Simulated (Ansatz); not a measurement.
# AlCo: the cost of one run

Method: DFT r²SCAN, frozen-core PAW, scalar-relativistic unless said, in Ansatz 0.2.0.

2 further runs of the same task are left out: 1 that didn't finish, 1 set aside as unsound or not needed.

## 1. The starting structure

Symmetry: Pm-3m, No. 221, cubic system. Conventional cell: a = 2.819 Å, b = 2.819 Å, c = 2.819 Å, α = 90.00°, β = 90.00°, γ = 90.00°. Al (site symmetry m-3m) has 8 Co at 2.44 Å as nearest neighbours. Co (site symmetry m-3m) is surrounded by 8 Al at 2.44 Å.

Structure file:

```xyz
2
Lattice="2.8194 0.0000 0.0000 0.0000 2.8194 0.0000 0.0000 0.0000 2.8194" Properties=species:S:1:pos:R:3 pbc="T T T"
Al    0.0000    0.0000    0.0000
Co    1.4097    1.4097    1.4097
```

Cartesian axes are those of the input's lattice vectors. The structure goes back to a database entry.

## 2. Cell and atoms relaxed, PAW

input.yaml

```yaml
crystal:
  lattice:
    - [2.81940321, 0.0, 0.0]
    - [0.0, 2.81940321, 0.0]
    - [0.0, 0.0, 2.81940321]
  atoms:
    - { symbol: Al, position: [0.0, 0.0, 0.0] }
    - { symbol: Co, position: [0.5, 0.5, 0.5] }
kpoints:
  mp_grid: { grid: [14, 14, 14] }
scf:
  occupations: { method: fermi_dirac, width: 0.1 }
hamiltonian:
  xc: r2scan
  pseudopotentials: { kind: paw }
relax:
  f_tol: 0.002
  max_steps: 80
  cell: {}
output:
  forces: true
  stress: true
  write_density: true
  write_potential: true
  elf: true
  volumetric_format: npy
```

On the command line:

```sh
$ ansatz run input.yaml --threads 2 --pin off --max-ram 5120MiB --backend cpu --events-out ev --progress --plain --runs-dir out
```

What time and memory should one allow on 2 threads of Intel Xeon 6975P-C (Granite Rapids), shared host?

About 6.2 s, with a peak of 0.44 GiB.
